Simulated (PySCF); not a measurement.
# C3H5ClO2S: the cost of one run

Programs: PySCF 2.14.0, with routines of our own; each step states its level. All values are computed. Atoms count from 0.

### 1 The system as given

12 atoms, charge 0, multiplicity 1; geometry from: GFN2-xTB.

### 2 Excited states: TDA B3LYP/aug-cc-pVDZ

What the job is given:

```
{"job": {"kind": "states", "xc": "B3LYP", "basis": "aug-cc-pVDZ", "tda": true, "soc": true, "nstates": 8, "ntriplets": 6, "nquad": 4}, "charge": 0, "multiplicity": 1}
C      2.087131     0.095371     0.427772
C      1.023548     0.420006    -0.276185
Cl     0.783964     1.867539    -1.136638
S     -0.380966    -0.723301    -0.460934
C     -1.762613     0.193515     0.269324
O     -0.625643    -0.909239    -1.860066
O     -0.103716    -1.876889     0.345558
H      2.943580     0.738366     0.543142
H      2.096808    -0.866468     0.911319
H     -2.642517    -0.433332     0.188462
H     -1.519591     0.380684     1.307179
H     -1.898785     1.113062    -0.284959
```

Method: TDA B3LYP/aug-cc-pVDZ excited states, vertical, gas phase, spin-orbit mean-field couplings.

Started as:

```sh
> OMP_NUM_THREADS=1 python excited_run.py task.json out
```

The driver reads the jobs from task.json and runs them one after another.

**Question.** How long does this first job take on 1 thread of Intel Xeon 6975P-C, shared host, and how much memory does it need?

About 24 s, with a peak of 0.84 GiB.
